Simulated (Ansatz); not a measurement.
**Ga2H2 (singlet): geometry optimisation**

Where does this start of Ga2H2 (singlet) end when it is relaxed?

Computed with Ansatz 0.2.0, Gaussian basis. Level: RKS PBE0/def2-TZVP.

## 1. The system as given

4 atoms, charge 0, spin multiplicity 1.

Atoms are counted from 1 here; the program's logs count them from 0.

Bond lengths: Ga1–H3 1.733 Å, Ga1–H4 1.736 Å. Angles: H3–Ga1–H4 92.3°.

The start was built by rule and, where that kept it together, relaxed with GFN2-xTB. Sticks and bond lists go by distance. No spin-orbit coupling is included. 

## 2. The run

Input file in.yaml:

```yaml
crystal:
  periodic: [false, false, false]
  atoms:
    - {symbol: Ga, position_ang: [-0.105767, 0.013275, -0.000253]}
    - {symbol: Ga, position_ang: [2.719523, 0.004235, -0.001879]}
    - {symbol: H, position_ang: [-1.327488, 1.242333, -0.001463]}
    - {symbol: H, position_ang: [-1.286268, -1.259843, 0.003595]}
basis:
  gaussian: {orbitals: def2-TZVP}
hamiltonian: {xc: pbe0}
relax: {f_tol: 0.004, max_steps: 80}
```

Started as:

```sh
> ansatz run in.yaml --threads 1 --pin off --events-out ev --progress --plain --max-ram 2176MiB
```

Q: Predict the outcome of this session. Wanted: energy gained; shift from the start; total energy; dipole moment.

As calculated:

```
                  quantity            value
                     steps                6
             energy gained         0.332 eV
shift from the start (rms)          0.188 Å
              total energy  -104773.4597 eV
             dipole moment           1.85 D
```

By distance, Ga1–Ga2 formed. Ga1–H4 went from 1.736 to 1.599 Å. No vibrations were run, so this is a stationary point, not a proven minimum, and this spin need not be the ground state's.
